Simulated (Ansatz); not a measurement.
# CH5AlOSe: a ladder of functionals and wavefunction methods

An exercise on one series of results from a longer session: the logs are not shown, and one member is left open.

Method: functionals in def2-TZVPP, the program's frozen cores in correlated methods; program: Ansatz 0.2.0, Gaussian basis.

Plan: PBE-D4, r2SCAN-D4, PBE0-D4, B3LYP-D4, ωB97X-V, ωB97M-V, B2PLYP; CCSD(T)/def2-TZVPP; MP2/def2-QZVPP; extrapolation to the limit.

## The relaxed structure

An earlier PBE0-D4 in a triple-zeta def2 set relaxation fixed the geometry.

SMILES `C[O][AlH][SeH]`, 9 atoms, charge 0, spin multiplicity 1.

Atoms are counted from 1 here; the program's logs count them from 0.

Bond lengths: C1–O2 1.395 Å, C1–H5 1.095 Å, C1–H6 1.098 Å, C1–H7 1.095 Å, O2–Al3 1.679 Å, Al3–Se4 2.320 Å, Al3–H8 1.570 Å, Se4–H9 1.470 Å. Angles: O2–C1–H5 110.1°, O2–C1–H6 112.7°, O2–C1–H7 110.0°, H5–C1–H6 107.9°, H5–C1–H7 108.0°, H6–C1–H7 107.9°, C1–O2–Al3 138.3°, O2–Al3–Se4 120.8°, O2–Al3–H8 118.8°, Se4–Al3–H8 120.4°, Al3–Se4–H9 91.8°.

Set-up of the first run:

in.yaml

```yaml
crystal:
  periodic: [false, false, false]
  atoms:
    - {symbol: C, position_ang: [0.134699, 1.404794, 0.241315]}
    - {symbol: O, position_ang: [0.713189, 0.390555, -0.521197]}
    - {symbol: Al, position_ang: [0.521778, -1.259465, -0.762965]}
    - {symbol: Se, position_ang: [-1.114846, -2.445428, 0.376805]}
    - {symbol: H, position_ang: [-0.301248, 2.166289, -0.413180]}
    - {symbol: H, position_ang: [-0.657997, 1.035403, 0.904619]}
    - {symbol: H, position_ang: [0.895802, 1.887122, 0.862718]}
    - {symbol: H, position_ang: [1.471705, -1.991070, -1.776759]}
    - {symbol: H, position_ang: [-1.574482, -1.234399, 1.071643]}
basis:
  gaussian: {orbitals: def2-TZVPP}
hamiltonian: {xc: pbe, dispersion: d4}
output: {forces: true, orbitals: {seedname: orbitals}}
```

Run with:

```
> ansatz run in.yaml --threads 4 --pin off --events-out ev --progress --plain --max-ram 10444MiB
```

Steps of the session up to this table: PBE-D4 (GGA); r2SCAN-D4 (meta-GGA); PBE0-D4 (hybrid); B3LYP-D4 (hybrid); ωB97X-V (range-separated); ωB97M-V (range-separated); B2PLYP (double hybrid); CCSD(T) in def2-TZVPP; MP2 in def2-QZVPP.

One table of the session follows, with a row left open; its other results are not shown here.

| method | atomisation energy (kJ/mol) |
| --- | --- |
| PBE-D4 | 3066.8 |
| r2SCAN-D4 | 3051.5 |
| PBE0-D4 | ? |
| B3LYP-D4 | 3029.9 |
| ωB97X-V | 3047.8 |
| ωB97M-V | 3037.2 |
| B2PLYP | 3002.0 |
| HF/def2-TZVPP | 2206.4 |
| MP2/def2-TZVPP | 3010.5 |
| CCSD/def2-TZVPP | 2925.9 |
| CCSD(T)/def2-TZVPP | 2969.1 |
| MP2/CBS | 3096.3 |
| CCSD(T)/CBS | 3054.8 |

**Question.** Estimate the row for PBE0-D4.

**Answer.** atomisation energy (kJ/mol): 3017.0. In the column «atomisation energy (kJ/mol)» it lies between MP2/def2-TZVPP (3010.5) and B3LYP-D4 (3029.9).
